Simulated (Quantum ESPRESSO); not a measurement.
Crystal: TiH4.

```
Ti H
1.0
     1.70981   -2.78907    0.00000
     1.70981    2.78907    0.00000
     0.00000    0.00000    3.34515
Ti H
1 4
Direct
  0.50000 0.50000 0.50000
  0.83935 0.16065 0.50000
  0.27607 0.27607 0.00000
  0.72393 0.72393 0.00000
  0.16065 0.83935 0.50000
```

The cell was built by a generator and needn't be a form met in nature.

Base run:

```yaml
Program: Quantum ESPRESSO 7.5
Functional: PBE
Potentials_or_basis: SSSP 1.3 efficiency PBE
Cutoff: 816 eV
Density_cutoff: 6531 eV
k_mesh: 9 × 9 × 8
Occupations: fermi-dirac, width 0.05 eV
Spin: no spin polarisation
Hubbard_terms: Ti d U = 4 eV
```

Its results: band gap on the k mesh none (metal or under the smearing width); pressure 5.9 GPa; largest force 0.048 eV/Å.

Task: After a change of settings the same cell gave: band gap on the k mesh none (metal or under the smearing width); pressure 1.0 GPa; largest force 0.012 eV/Å. Which change was it?
A. hubbard terms from Ti d U = 4 eV to Ti d U = 1 eV
B. hubbard terms from Ti d U = 4 eV to none
C. hubbard terms from Ti d U = 4 eV to Ti d U = 2 eV

Result: A.

Caveats: U without spin polarisation on a metal has little footing; the U is typed as a test and isn't derived for this compound.
